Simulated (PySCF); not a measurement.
# InP⁻: changing the method

What do other methods print for InP⁻?

Program: PySCF 2.14.0. Level of theory: method and basis as typed in the scripts. These are calculated values, not measurements.

5 further runs of the same task are left out: 5 that didn't finish.

**1. Where the work starts**

InP⁻: 2 atoms, charge -1, spin multiplicity 2.

Bond lengths: In1–P2 2.683 Å.

**2. The run that the others are compared with**

Input file input.py:

```python
from pyscf import gto, scf
from pyscf.prop.polarizability import uhf as pol

mol = gto.M(
    atom='In 0 0 0; P 0 0 2.683',
    basis='x2c-svpall',
    charge=-1,
    spin=1,
    verbose=4,
)
mf = scf.UHF(mol)
mf = mf.sfx2c1e()
mf.kernel()
print('polarizability (a.u.)')
print(pol.Polarizability(mf).polarizability().round(4))
mf.dip_moment()
print('orbital energies (hartree):', [e[max(0, n-3):n+3].round(4) for e, n in zip(mf.mo_energy, mol.nelec)])
```

Run with:

```sh
$ OMP_NUM_THREADS=1 python input.py
```

The log of this run is left out.

In short: E(SCF) = -6219.116215 Eh, ⟨S²⟩ = 0.792, α(xx, yy, zz) = 49.6, 49.6, 136.6 bohr³.

The bond length is a typed value, not an optimised one. The dipole of an ion depends on the origin.

**3. NEVPT2 (ROHF)**

Variant 1 changes step after the SCF: polarizability → nevpt2; SCF type: UHF → ROHF; active space: none → 3 electrons in 4 orbitals.

Input file input.py:

```python
from pyscf import gto, scf, mcscf, mrpt

mol = gto.M(
    atom='In 0 0 0; P 0 0 2.683',
    basis='x2c-svpall',
    charge=-1,
    spin=1,
    verbose=4,
)
mf = scf.ROHF(mol)
mf = mf.sfx2c1e()
mf.kernel()
mc = mcscf.CASSCF(mf, 4, 3)
mc.kernel()
mc.analyze()
mrpt.NEVPT(mc).kernel()
mf.dip_moment()
print('orbital energies (hartree):', mf.mo_energy[..., max(0, mol.nelec[1]-3):mol.nelec[0]+3].round(4))
```

Run with:

```sh
$ OMP_NUM_THREADS=1 python input.py
```

**4. RHF**

Variant 2 changes SCF type: UHF → RHF.

Input file input.py:

```python
from pyscf import gto, scf
from pyscf.prop.polarizability import rhf as pol

mol = gto.M(
    atom='In 0 0 0; P 0 0 2.683',
    basis='x2c-svpall',
    charge=-1,
    spin=1,
    verbose=4,
)
mf = scf.RHF(mol)
mf = mf.sfx2c1e()
mf.kernel()
print('polarizability (a.u.)')
print(pol.Polarizability(mf).polarizability().round(4))
mf.dip_moment()
print('orbital energies (hartree):', mf.mo_energy[..., max(0, mol.nelec[1]-3):mol.nelec[0]+3].round(4))
```

**5. MP2**

Variant 3 changes step after the SCF: polarizability → mp2; frozen orbitals: none → 23.

Input file input.py:

```python
from pyscf import gto, scf, mp

mol = gto.M(
    atom='In 0 0 0; P 0 0 2.683',
    basis='x2c-svpall',
    charge=-1,
    spin=1,
    verbose=4,
)
mf = scf.UHF(mol)
mf = mf.sfx2c1e()
mf.kernel()
mp.MP2(mf, frozen=23).kernel()
mf.dip_moment()
print('orbital energies (hartree):', [e[max(0, n-3):n+3].round(4) for e, n in zip(mf.mo_energy, mol.nelec)])
```

Q: Predict the outcome of this session. Wanted: for each run, E(SCF); from base; gap, α spin; after the SCF.

**Answer**, as computed:

| run | E(SCF) (hartree) | from base (eV) | cycles | gap, α spin (eV) | after the SCF |
| --- | --- | --- | --- | --- | --- |
| base | -6219.116215 | 0 | 16 | 6.89 | n/a |
| NEVPT2 (ROHF) | -6219.110989 | +0.1422 | 11 | n/a | NEVPT2 correlation -5.939 eV (from the SCF energy, the CASSCF gain included) |
| RHF | -6219.110989 | +0.1422 | 11 | n/a | n/a |
| MP2 | -6219.116215 | 0.0000 | 16 | 6.89 | MP2 correlation -4.978 eV, core frozen |

Total energies from different bases, Hamiltonians or methods carry different errors, so properties are taken as differences within one set-up.
